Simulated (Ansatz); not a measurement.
# FeO (Fm-3m): exchange couplings and spin waves

How strongly are the moments of FeO (Fm-3m) coupled, and at what temperature would they order?

The COD entry's cell or inner coordinates are ideal or old and differ from later refinements, so a difference from it is no clean test against experiment.

Computed with Ansatz 0.2.0 (DFT PBE+U (U_eff = 4 eV on Fe 3d), scalar-relativistic, plane waves, PAW, unless a step's input says otherwise).

1 further run of the same task is left out (it didn't finish).

## Step 1: The starting structure

Symmetry: Fm-3m, No. 225, cubic system. The conventional cell has a = 4.311 Å, b = 4.311 Å, c = 4.311 Å, α = 90.00°, β = 90.00°, γ = 90.00°. Around Fe (site symmetry m-3m) lie 6 O at 2.16 Å. O (site symmetry m-3m) is surrounded by 6 Fe at 2.16 Å.

As a file:

```xyz
2
Lattice="0.0000 2.1554 2.1554 2.1554 0.0000 2.1554 2.1554 2.1554 0.0000" Properties=species:S:1:pos:R:3 pbc="T T T"
Fe    0.0000    0.0000    0.0000
O     2.1554    2.1554    2.1554
```

The cell is the deposited one, not relaxed. At PBE+U (U_eff = 4 eV on Fe 3d), an earlier run found 11.79 GPa for this cell of 10.013 Å³/atom (10×10×10 mesh), gap on the mesh 0.97 eV, moments in the atoms' spheres Fe 3.48; O 0.21 μB. The cell is compressed at this level.

## Step 2: Exchange couplings, spin waves and anisotropy by the force theorem

Input file input.yaml:

```yaml
crystal:
  lattice:
    - [0.0, 2.1554001622, 2.1554001622]
    - [2.1554001622, 0.0, 2.1554001622]
    - [2.1554001622, 2.1554001622, 0.0]
  atoms:
    - { symbol: Fe, position: [0.0, 0.0, 0.0], spin: 3.83 }
    - { symbol: O, position: [0.5, 0.5, 0.5] }
basis:
  ecutwfc: 420
  ecutrho_ratio: 4
kpoints:
  mp_grid: { grid: [10, 10, 10] }
  band_path:
    path:
      - [[0.0, 0.0, 0.0], [0.5, 0.0, 0.5], [0.625, 0.25, 0.625]]
      - [[0.375, 0.375, 0.75], [0.0, 0.0, 0.0], [0.5, 0.5, 0.5], [0.5, 0.25, 0.75], [0.5, 0.0, 0.5]]
    npoints: 6
hamiltonian:
  xc: pbe
  hubbard: { sites: [{ species: Fe, l: d, u_eff: 4.0 }] }
scf:
  occupations: { method: gaussian, width: 0.05 }
  lower_state_search: "off"
output:
  forces: true
  stress: true
  eigenvalues: true
  populations: true
  hubbard: { sites: [{ species: Fe, l: d }] }
  eigenstates:
    nscf_kmesh: { grid: [10, 10, 10] }
    top_band: c26
    exchange_couplings: { magnetic: [{ site: 0 }] }
    magnetocrystalline_anisotropy: {}
magnetization:
  spin_polarized: true
checkpoint:
  read: start.run
  write: ck
  compress: false
  write_wavefunctions: false
  write_every: 100000
```

It reads its starting density from start.run, saved by an earlier run on this cell.

The run is started by

```
> ansatz run input.yaml --threads 4 --pin off --max-ram 9216MiB --backend cpu --events-out ev --progress --plain --runs-dir out
```

What does the calculation give? Wanted: strongest shell; highest spin wave on the path; mean-field ordering temperature; easy direction; anisotropy energy.

As calculated:

```
                       quantity                                value
                strongest shell  Fe–Fe at 4.31 Å, J = -6.447 meV × 6
  highest spin wave on the path                             23.0 meV
mean-field ordering temperature   318 K at q = (-0.50, -0.50, -0.50)
                 easy direction                  (-0.71, 0.71, 0.00)
              anisotropy energy                       2.272 meV/cell
```

The shell that weighs most is Fe–Fe at 4.31 Å and favours opposed moments. A spin-wave branch goes negative, so this collinear order is unstable against turning the moments. Mean-field theory leaves out fluctuations and tends to put the ordering too high. The program gives no random-phase temperature (state not lowest). The couplings belong to the order typed, which need not be the compound's real one. The easy direction is (-0.71, 0.71, 0.00), 2.272 meV per cell under the hardest one tried. Open d and f shells can converge to several self-consistent states; these numbers belong to the ones reached here.
